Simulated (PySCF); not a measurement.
# [Sm(NH3)]2+: other functionals and bases at one geometry

One table from this session's results is given with a row withheld; the runs are named, their logs left out.

Method: several levels, as the steps say, no spin–orbit coupling; program: PySCF 2.14.0.

2 further runs of the same task are left out: 2 for a known fault of the program. Runs told in other sessions of the task aren't counted.

## The starting structure

5 atoms, charge 2, spin multiplicity 1.

Bond lengths: Sm1–N2 2.608 Å, N2–H3 1.041 Å, N2–H4 1.041 Å, N2–H5 1.041 Å. Angles: Sm1–N2–H3 115.3°, Sm1–N2–H4 115.3°, Sm1–N2–H5 115.3°, H3–N2–H4 103.0°, H3–N2–H5 103.0°, H4–N2–H5 103.0°.

As a file:

```xyz
5

Sm    0.00000    0.00000   -0.22193
N     0.00000    0.00000    2.38633
H     0.94045    0.00004    2.83154
H    -0.47025    0.81443    2.83154
H    -0.47019   -0.81447    2.83154
```

Formal oxidation states: Sm +2. Each metal's 6 4f electrons lie in its core potential, so multiplicities, spins and levels count the valence alone. An earlier session relaxed this geometry at BP86, Sm lcecp-0-SVP with ECP52, N def2-SVP, H def2-SVP (singlet, point group C3v).

At BP86 on the finer grid: E = -84.858902 Eh, frontier levels not given, since the 4f levels lie in the core, Mulliken charge on Sm1 +1.69 e, largest force component 0.002 eV/Å. 

Levels to run: PBE; wB97X; HF; M06-L; BP86, TZVP. Hardware: 2 threads of Arm Neoverse V1, shared host.

The first run:

Contents of run.py (the lines that set the calculation):

```python
mol = gto.M(atom='''
Sm     0.00000     0.00000    -0.22193
N      0.00000     0.00000     2.38633
H      0.94045     0.00004     2.83154
H     -0.47025     0.81443     2.83154
H     -0.47019    -0.81447     2.83154''',
    basis={'Sm': 'lcecp-0-SVP', 'N': 'def2-SVP', 'H': 'def2-SVP'},
    ecp={'Sm': 'lcecp-0-SVP'},
    charge=2, spin=0)
mf = dft.RKS(mol, xc='PBE')
mf.grids.atom_grid = (75, 302)  # f atoms: unpruned, at least (60, 302)
mf = mf.density_fit()  # fitting sets: Sm AutoAux, N def2-universal-JKFIT, H def2-universal-JKFIT
mf.conv_tol = 1e-08; mf.max_cycle = 55
mf.kernel(dm0)  # dm0: the density of the relaxed state
```

Started as:

```bash
$ OMP_NUM_THREADS=2 python run.py
```

Steps of the session up to this table: PBE; wB97X; HF; M06-L; BP86, TZVP.

One of the session's tables, all rows but one given; the rest of the session is left out.

```
              level  charge on Sm1 (e)  dipole (D)  largest force component (eV/Å)
BP86 (relaxed here)               1.69        2.33                            0.00
                PBE               1.68        2.35                            0.04
              wB97X               1.74        1.95                            0.53
                 HF               1.80        1.72                            1.61
              M06-L                  ?           ?                               ?
         BP86, TZVP               1.81        2.33                            0.37
```

Q: Estimate the row for M06-L from the others.

The run gave: charge on Sm1 (e): 1.75; dipole (D): 1.99; largest force component (eV/Å): 0.47. In the column «charge on Sm1 (e)» it lies between wB97X (1.74) and HF (1.80).

The dipole of a charged species depends on the origin, so these sizes hold for this origin alone.

The largest leftover force, 1.61 eV/Å with HF, stands at a geometry relaxed at another level. With 4f in the core, its levels are missing from HOMO and gap, and its count is fixed, so no charge can pass from the ligands into it. Total energies of different levels can't be compared.
